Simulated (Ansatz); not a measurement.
# AlRh: how the settings move a relaxation

Question: which choices in the input matter for AlRh?

Program: Ansatz 0.2.0. Level of theory: reference: DFT, PBEsol, PAW with Ansatz's default frozen-core files, scalar-relativistic; relaxation of cell and atoms. These are calculated values, not measurements.

1 further run of the same task is left out (it didn't finish).

### Step 1. The system as given

The structure is cubic, space group Pm-3m (No. 221). Conventional cell: a = 2.977 Å, b = 2.977 Å, c = 2.977 Å, α = 90.00°, β = 90.00°, γ = 90.00°. Al (site symmetry m-3m) has 8 Rh at 2.58 Å as nearest neighbours. Rh (site symmetry m-3m) has 8 Al at 2.58 Å as nearest neighbours.

As a file:

```xyz
2
Lattice="2.9773 0.0000 0.0000 0.0000 2.9773 0.0000 0.0000 0.0000 2.9773" Properties=species:S:1:pos:R:3 pbc="T T T"
Al    0.0000    0.0000    0.0000
Rh    1.4887    1.4887    1.4887
```

### Step 2. Reference

The input, input.yaml:

```yaml
crystal:
  lattice:
    - [2.97732247, 0.0, 0.0]
    - [0.0, 2.97732247, 0.0]
    - [0.0, 0.0, 2.97732247]
  atoms:
    - { symbol: Al, position: [0.0, 0.0, 0.0] }
    - { symbol: Rh, position: [0.5, 0.5, 0.5] }
kpoints:
  mp_grid: { grid: [14, 14, 14] }
scf:
  occupations: { method: fermi_dirac, width: 0.1 }
hamiltonian:
  xc: pbesol
  pseudopotentials: { kind: paw }
relax:
  f_tol: 0.002
  max_steps: 80
  cell: {}
output:
  forces: true
  stress: true
```

On the command line:

```
$ ansatz run input.yaml --threads 1 --pin off --max-ram 2048MiB --backend cpu --events-out ev --progress --plain --runs-dir out
```

From the output:

```text
[...]
Basis set: ecut = 420 eV, 485 PW (Γ), exchange–correlation on 40×40×40 points (8 copies of the dense FFT grid, shifted against one another)
[...]
k-points: 120 of 2744
[...]
SCF iter   1: F=—  HF=-6865.482464 eV  |F-HF|=—  |Δ(HF+E_count)|=         —  Δρ=8.27e-3  dr2=1.88e-2  ethr=1.77e-3  ⟨swp⟩=4.8  Hψ=8202  notcnv=0
preconditioner: auto → none  [metal: Δε(μ)=0.133 eV  Ē_g=9.312 eV  σ=0.100 eV  W_gap=0.30  n_scr=6 (ndim 8)  ℏωp=25.0 eV  f_vac=0.000  D(μ)=0.49/eV (n_scr^D=0)  sad-step TF]
SCF iter   2: F=—  HF=-6865.480132 eV  |F-HF|=—  |Δ(HF+E_count)|=   2.33e-3  Δρ=4.31e-3  dr2=5.58e-3  ethr=9.41e-5  ⟨swp⟩=1.0  Hψ=2640  notcnv=0
[...]
relax step   1: F+E_penalty+E_count = -6865.47890323 eV  Δ(F+E_penalty+E_count) = +0.000e0 eV  max|allowed force component| = 2.030e-29 eV/Å  Δτ_max = 0.0000 Å  P = -1.052 GPa  Ω = 26.392 Å³  (6 SCF iters, dr2 threshold 1.00e-7 eV, accepted)
[...]
relax step   2: F+E_penalty+E_count = -6865.47939960 eV  Δ(F+E_penalty+E_count) = -4.964e-4 eV  max|allowed force component| = 1.275e-29 eV/Å  Δτ_max = 0.0000 Å  P = +0.176 GPa  Ω = 26.238 Å³  energy of the carried Pulay correction = +7.194e-5 eV  (6 SCF iters
[...]
relax step   3: F+E_penalty+E_count = -6865.47940130 eV  Δ(F+E_penalty+E_count) = -1.698e-6 eV  max|allowed force component| = 7.371e-30 eV/Å  Δτ_max = 0.0000 Å  P = -0.002 GPa  Ω = 26.260 Å³  energy of the carried Pulay correction = +6.164e-5 eV  (6 SCF iters
[...]
SCF iter   7: F=-6865.479346 eV  HF=-6865.479346 eV  |F-HF|=9.09e-13  |Δ(HF+E_count)|=  9.09e-13  Δρ=2.22e-9  dr2=1.11e-15  ethr=1.00e-12  ⟨swp⟩=1.0  Hψ=1680  notcnv=0
SCF iter   8: F=-6865.479346 eV  HF=-6865.479346 eV  |F-HF|=1.82e-12  |Δ(HF+E_count)|=    0.00e0  Δρ=4.24e-10  dr2=4.63e-17  ethr=1.00e-12  ⟨swp⟩=1.8  Hψ=4133  notcnv=0
[...]
relax step   4: F+E_penalty+E_count = -6865.47934555 eV  Δ(F+E_penalty+E_count) = +5.575e-5 eV  max|allowed force component| = 6.409e-30 eV/Å  Δτ_max = 0.0000 Å  P = -0.003 GPa  Ω = 26.260 Å³  stress off target by 2.53e-3 GPa  SCF on the basis re-selected at t
[...]
SCF converged after 8 iterations
Free energy (F): -6865.479346 eV
[...]
E sigma→0 (E₀):  -6865.470353 eV
[...]
Fermi energy:    17.078387 eV
[...]
  P = ⅓ Tr σ = -0.0025 GPa (-0.025 kbar)
--- Relaxed structure (3 steps of the walk, 3 accepted, 1 SCFs on fresh bases) ---
[...]
```

Wall time 8.1 s (1 thread of Intel Xeon Platinum 8488C (Sapphire Rapids), shared host); peak memory 0.39 GiB.

### Step 3. Changed: preconditioner ldos, dr2_threshold 1.0e-06

Changes to input.yaml since step 2:

```diff
@@ -12,2 +12,4 @@
   occupations: { method: fermi_dirac, width: 0.1 }
+  mixing: { preconditioner: ldos }
+  convergence: { dr2_threshold: 1.0e-06 }
 hamiltonian:
```

On the command line:

```
$ ansatz run input.yaml --threads 1 --pin off --max-ram 2048MiB --backend cpu --events-out ev --progress --plain --runs-dir out
```

Log:

```text
Warning: scf.convergence.dr2_threshold = 1e-6 eV is looser than this run's default, which is 1e-7 eV or tighter. The error in the forces grows as the threshold's square root, so leave the key out unless less accurate forces are enough
Warning: relax.cell: scf.convergence.dr2_threshold = 1e-6 eV is looser than the 2e-10 eV advised for a relaxation that steers and ends on the stress (1e-10 eV for each atom of the cell: 2). What an SCF threshold leaves in a stress goes as its square root, and in the free energy as the threshold itself, and one threshold admits the most on a small cell: of the crystals measured, under no hybrid functional and no lock of the moments, on runs that ended without the residual-converged pass, on stresses that held no estimate of that error, the worst erred by over 100 MPa in a component at 1e-7 eV an atom and by under 5 at 1e-10. Set scf.convergence.dr2_threshold to 2e-10 eV or tighter. The threshold is an SCF's pass mark: one that does not reach it within its budget of iterations ends unconverged, or closes short of it on a stop that the run arms, and scf.convergence.dr2_threshold's page says what that costs each kind of run
Engine: ansatz 0.2.0
Pseudopotentials: kind: paw
Pseudopotential: Al, paw, valence charge 3, recommended cutoff 420 eV (normal), Al.paw.azcp
Pseudopotential: Rh, paw, valence charge 17, recommended cutoff 420 eV (normal), Rh.paw.azcp
Functional definition: PBEsol
  exchange = pbesol_x
  correlation = pbesol_c
Crystal: 2 atoms, lattice volume = 26.392 Å³
Basis set: ecut = 420 eV, 485 PW (Γ), exchange–correlation on 40×40×40 points (8 copies of the dense FFT grid, shifted against one another)
Bands: 14, of which v1, the nominal top of the filled ones, is band 10 counted from 1 (9 counted from 0)
Symmetry: 48 space group operations
Space group: Pm-3m (ITA 221), of the structure as read, at distance tolerance 3.0e-5 Å
k-points: 120 of 2744
Non-local potential: Al, projectors of the file, l = 0: 2, l = 1: 2, l = 2: 1
Non-local potential: Rh, projectors of the file, l = 0: 3, l = 1: 2, l = 2: 2, l = 3: 1
PAW form: soft (Blöchl's): semilocal exchange-correlation on the pseudo side does not see the compensation charge
PAW frozen core: Al, regenerated for the run's functional, and the local potential with it (the file was generated under x = pbe(κ = 0.804, μ = 0.2195149727645171), c = pbe(β = 0.06672455060314922))
PAW frozen core: Rh, regenerated for the run's functional, and the local potential with it (the file was generated under x = pbe(κ = 0.804, μ = 0.2195149727645171), c = pbe(β = 0.06672455060314922))
PAW one-centre angular grid: Al, 110 points (default); XC on 64 Gauss nodes
PAW one-centre angular grid: Rh, 590 points (default); XC on 64 Gauss nodes
Initial density: superposition of atomic densities (neutral atoms: chi_scale 0, normalization atom), corrected by the library's trained network
Initial wavefunctions: pseudopotential atomic-orbital guess
Functional: x = pbesol(κ = 0.804, μ = 0.12345679012345678), c = pbesol(β = 0.046)
SCF iter   1: F=—  HF=-6865.482464 eV  |F-HF|=—  |Δ(HF+E_count)|=         —  Δρ=8.27e-3  dr2=1.88e-2  ethr=1.77e-3  ⟨swp⟩=4.8  Hψ=8202  notcnv=0
SCF iter   2: F=—  HF=-6865.489300 eV  |F-HF|=—  |Δ(HF+E_count)|=   6.84e-3  Δρ=1.30e-2  dr2=5.00e-2  ethr=9.41e-5  ⟨swp⟩=2.0  Hψ=4174  notcnv=0
SCF iter   3: F=—  HF=-6865.479021 eV  |F-HF|=—  |Δ(HF+E_count)|=   1.03e-2  Δρ=2.03e-4  dr2=1.26e-5  ethr=9.41e-5  ⟨swp⟩=2.9  Hψ=3200  notcnv=0
SCF iter   4: F=—  HF=-6865.478903 eV  |F-HF|=—  |Δ(HF+E_count)|=   1.18e-4  Δρ=1.73e-5  dr2=2.43e-8  ethr=5.00e-9  ⟨swp⟩=3.0  Hψ=6328  notcnv=0
iter 5 did not close the SCF: its close was put off for the readings that it lacked (scf_convergence_deferred on its scf_iter line)
SCF iter   5: F=-6865.478903 eV  HF=-6865.478903 eV  |F-HF|=5.80e-10  |Δ(HF+E_count)|=   9.32e-9  Δρ=1.88e-6  dr2=8.91e-10  ethr=1.22e-10  ⟨swp⟩=2.1  Hψ=2817  notcnv=0
SCF iter   6: F=-6865.478903 eV  HF=-6865.478903 eV  |F-HF|=1.82e-11  |Δ(HF+E_count)|=  1.76e-10  Δρ=2.77e-7  dr2=2.01e-11  ethr=4.46e-12  ⟨swp⟩=1.0  Hψ=4391  notcnv=0
SCF 1 converged in 6 iterations: F = -6865.478903 eV  dr2 = 2.01e-11
relax step   1: F+E_penalty+E_count = -6865.47890323 eV  Δ(F+E_penalty+E_count) = +0.000e0 eV  max|allowed force component| = 6.677e-29 eV/Å  Δτ_max = 0.0000 Å  P = -1.052 GPa  Ω = 26.392 Å³  (6 SCF iters, accepted)
Crystal: 2 atoms, lattice volume = 26.238 Å³
Initial density: handed on by an earlier stage of this run
Initial wavefunctions: those handed on with the density
iter 1 solved again at ethr=1.54e-6 eV; its pass at ethr=3.10e-3 eV (dr2=3.08e-4 eV) is discarded
SCF iter   1: F=—  HF=-6865.479579 eV  |F-HF|=—  |Δ(HF+E_count)|=         —  Δρ=9.52e-4  dr2=3.03e-4  ethr=1.54e-6  ⟨swp⟩=2.9  Hψ=9978  notcnv=0
SCF iter   2: F=—  HF=-6865.479532 eV  |F-HF|=—  |Δ(HF+E_count)|=   4.73e-5  Δρ=1.46e-3  dr2=6.50e-4  ethr=1.51e-6  ⟨swp⟩=2.4  Hψ=2801  notcnv=0
SCF iter   3: F=—  HF=-6865.479400 eV  |F-HF|=—  |Δ(HF+E_count)|=   1.31e-4  Δρ=1.28e-4  dr2=3.36e-6  ethr=1.51e-6  ⟨swp⟩=2.5  Hψ=2649  notcnv=0
SCF iter   4: F=-6865.479400 eV  HF=-6865.479400 eV  |F-HF|=7.94e-10  |Δ(HF+E_count)|=   8.58e-7  Δρ=4.37e-6  dr2=2.16e-9  ethr=5.00e-9  ⟨swp⟩=4.0  Hψ=5514  notcnv=0
SCF 2 converged in 4 iterations: F = -6865.479400 eV  dr2 = 2.16e-9
relax step   2: F+E_penalty+E_count = -6865.47939960 eV  Δ(F+E_penalty+E_count) = -4.964e-4 eV  max|allowed force component| = 8.316e-30 eV/Å  Δτ_max = 0.0000 Å  P = +0.176 GPa  Ω = 26.238 Å³  energy of the carried Pulay correction = +7.194e-5 eV  (4 SCF iters, accepted)
Crystal: 2 atoms, lattice volume = 26.260 Å³
iter 1 solved again at ethr=2.92e-8 eV; its pass at ethr=3.10e-3 eV (dr2=5.84e-6 eV) is discarded
SCF iter   1: F=—  HF=-6865.479516 eV  |F-HF|=—  |Δ(HF+E_count)|=         —  Δρ=1.33e-4  dr2=5.90e-6  ethr=2.92e-8  ⟨swp⟩=2.9  Hψ=9905  notcnv=0
SCF iter   2: F=—  HF=-6865.479404 eV  |F-HF|=—  |Δ(HF+E_count)|=   1.12e-4  Δρ=2.01e-4  dr2=1.23e-5  ethr=2.92e-8  ⟨swp⟩=2.2  Hψ=2760  notcnv=0
SCF iter   3: F=-6865.479401 eV  HF=-6865.479401 eV  |F-HF|=6.33e-8  |Δ(HF+E_count)|=   2.49e-6  Δρ=1.79e-5  dr2=7.20e-8  ethr=5.00e-9  ⟨swp⟩=2.6  Hψ=6371  notcnv=0
SCF 3 converged in 3 iterations: F = -6865.479401 eV  dr2 = 7.20e-8
relax step   3: F+E_penalty+E_count = -6865.47940126 eV  Δ(F+E_penalty+E_count) = -1.663e-6 eV  max|allowed force component| = 1.708e-29 eV/Å  Δτ_max = 0.0000 Å  P = -0.002 GPa  Ω = 26.260 Å³  energy of the carried Pulay correction = +6.165e-5 eV  (3 SCF iters, accepted)
Initial wavefunctions: pseudopotential atomic-orbital guess (no wavefunctions were taken with the density)
iter 1 solved again at ethr=1.45e-8 eV; its pass at ethr=3.10e-3 eV (dr2=2.89e-6 eV) is discarded
SCF iter   1: F=—  HF=-6865.479459 eV  |F-HF|=—  |Δ(HF+E_count)|=         —  Δρ=2.07e-5  dr2=6.62e-8  ethr=1.45e-8  ⟨swp⟩=3.0  Hψ=13010  notcnv=0
SCF iter   2: F=—  HF=-6865.479346 eV  |F-HF|=—  |Δ(HF+E_count)|=   1.13e-4  Δρ=2.30e-5  dr2=1.32e-7  ethr=3.31e-10  ⟨swp⟩=3.9  Hψ=4951  notcnv=0
SCF iter   3: F=-6865.479346 eV  HF=-6865.479346 eV  |F-HF|=2.88e-9  |Δ(HF+E_count)|=   2.80e-8  Δρ=3.25e-6  dr2=3.61e-9  ethr=3.31e-10  ⟨swp⟩=2.0  Hψ=5190  notcnv=0
SCF 4 converged in 3 iterations: F = -6865.479346 eV  dr2 = 3.61e-9
relax step   4: F+E_penalty+E_count = -6865.47934556 eV  Δ(F+E_penalty+E_count) = +5.570e-5 eV  max|allowed force component| = 2.651e-29 eV/Å  Δτ_max = 0.0000 Å  P = -0.002 GPa  Ω = 26.260 Å³  stress off target by 2.24e-3 GPa  SCF on the basis re-selected at this cell (its energy is not comparable with the rows above)  (3 SCF iters)
basis re-selected at this cell: Δ(F+E_penalty+E_count) = +5.570e-5 eV, ΔP = -0.001 GPa vs the last step (what re-selecting the basis moved, of the pressure what is left beyond the Pulay correction that the steps carried, after the strain that the cell walked since its last selection, with what the two solves' SCF thresholds leave and, on support functions, any second-order correction that the steps lacked; it is no measure of the basis error at this ecutwfc). This SCF's stress stands 2.24e-3 GPa from its target on what of the cell is left free (relax.cell.stress_tol is 5.00e-2 GPa) and its largest allowed force component is 2.65e-29 eV/Å (relax.f_tol is 2.00e-3 eV/Å): within both
SCF converged after 3 iterations
Free energy (F): -6865.479346 eV
Harris-Foulkes:  -6865.479346 eV  (|F-HF|=2.88e-9)
Internal energy: -6865.461361 eV  (E = F + TS)
E sigma→0 (E₀):  -6865.470353 eV
Entropy (-TS):   -0.017984 eV (-8.992 meV/atom)
Fermi energy:    17.078373 eV
--- Per-component energies (eV) ---
  E_band       = -145.183633
  E_kinetic    = 603.247902
  E_local      = -2167.090894  (includes V_loc(G=0)·N_el)
  E_nonlocal   = 366.939212
  E_hartree    = 819.655069
  E_xc         = -262.655810
  E_vxc        = -310.602388  (∫ρ·V_xc dr)
  E_paw        = -3979.653065  (= ΣΔE_a)
  E_vpaw       = -276.985280  (= ΣTr[D̂ρ^β])
  E_aug_tail   = 0.000846  (compensation charges beyond the density's cutoff)
  E_ewald      = -2246.199960
  E_core_change = 0.295339  (= ΣΔE_core)
  E_smearing   = -0.017984  (= −TS)
  E_closure    = 0.000000  (closes the sum)
  Σ components = -6865.479346   (vs F -6865.479346, Δ=0.00e0)
--- Forces (eV/Å), atoms counted from 1 ---
  atom   1  Al    -0.00000000    -0.00000000    -0.00000000
  atom   2  Rh     0.00000000    -0.00000000    -0.00000000
  max |Σ_I F_I| component: 5.22e-29 eV/Å
--- Stress (GPa, compression-positive) ---
       -0.002235      -0.000000      -0.000000
       -0.000000      -0.002235      -0.000000
       -0.000000      -0.000000      -0.002235
  P = ⅓ Tr σ = -0.0022 GPa (-0.022 kbar)
--- Relaxed structure (3 steps of the walk, 3 accepted, 1 SCFs on fresh bases) ---
  F+E_penalty+E_count = -6865.47934556 eV   max|allowed force component| = 2.651e-29 eV/Å   (the final SCF, on the basis selected at the relaxed cell)
  cell:  # Å, volume = 26.2602 Å³
    - [2.972345736037766, 0.0, 0.0]
    - [-6.419766481290786e-35, 2.972345736037766, 8.024708101613482e-36]
    - [0.0, 8.024708101613482e-36, 2.972345736037766]
  atoms:
    - { symbol: Al, position: [-5.3905535476791635e-36, 2.526821975484279e-37, -1.0107287901875832e-36] }
    - { symbol: Rh, position: [0.5, 0.5, 0.5] }
```

It took 5.4 s on 1 thread of Intel Xeon Platinum 8488C (Sapphire Rapids), shared host; peak memory 0.39 GiB.

The changed mixing and convergence setting doesn't alter the result here (within 0.5 meV/atom). Cost: 16 SCF cycles against 26, 5.4 s against 8.1 s.

### Step 4. Comparison

```tsv
run	ending	energy change	pressure (GPa)	gap (eV)	force (eV/Å)	cycles	time
reference	converged	0	0.0	0.00	0.00	26	8.1 s
1: preconditioner ldos, dr2_threshold 1.0e-06	converged	0.0 meV/atom	0.0	0.00	0.00	16	5.4 s
```

Same state: the changed mixing and convergence setting leaves the energy within 0.5 meV/atom. Cost: 16 SCF cycles against 26, 5.4 s against 8.1 s.
